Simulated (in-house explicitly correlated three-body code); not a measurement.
# Two electrons around a charge of +32.181: exact states and exact Kohn–Sham parts

An exercise on one series of results from a longer session: the logs are not shown, and one member is left open.

Method: two electrons, non-relativistic, variational in exponentially correlated functions. Code: in-house explicitly correlated three-body code version 1.

### Starting point

| Quantity | Value |
| --- | --- |
| charge of the centre | +32.181 |
| mass of the centre | infinite |
| interactions | Coulomb |
| basis | 260 functions exp(−a r1 − b r2 − g r12) a state, exponent ranges optimised |
| units | hartree and bohr; relativity and QED are left out |

Set-up of the first run:

Settings:

```ini
Z = 32.181
interaction_strength = 1.0
functions = 260
states_tried = 13
```

Run with:

```sh
$ python run_hyl.py task.json out
```

Among the steps run: Input and results.

One of the session's tables, all rows but one given; the rest of the session is left out.

It belongs to the step «Levels». 

```
state  binding (eV)  excitation (eV)  ⟨r12⟩ (bohr)
 1 ¹S       13547.3                0       0.06898
 2 ³S       3359.30          10188.0        0.1977
 2 ³P       3326.90          10220.4        0.1709
 2 ¹S       3322.67          10224.6        0.1969
 2 ¹P             ?                ?             ?
 3 ³S       1484.40          12062.9        0.4323
 3 ³P       1475.40          12071.9        0.4035
 3 ¹S       1474.75          12072.5        0.4343
 3 ¹P       1467.97          12079.3        0.4039
 4 ³S       832.803          12714.5        0.7661
 4 ³P       829.087          12718.2        0.7377
 4 ¹P       826.057          12721.2        0.7398
```

**Question.** Estimate the row for 2 ¹P.

The run gave: binding (eV): 3299.26; excitation (eV): 10248.0; ⟨r12⟩ (bohr): 0.1643. In the column «binding (eV)» it lies between 3 ³S (1484.40) and 2 ¹S (3322.67).
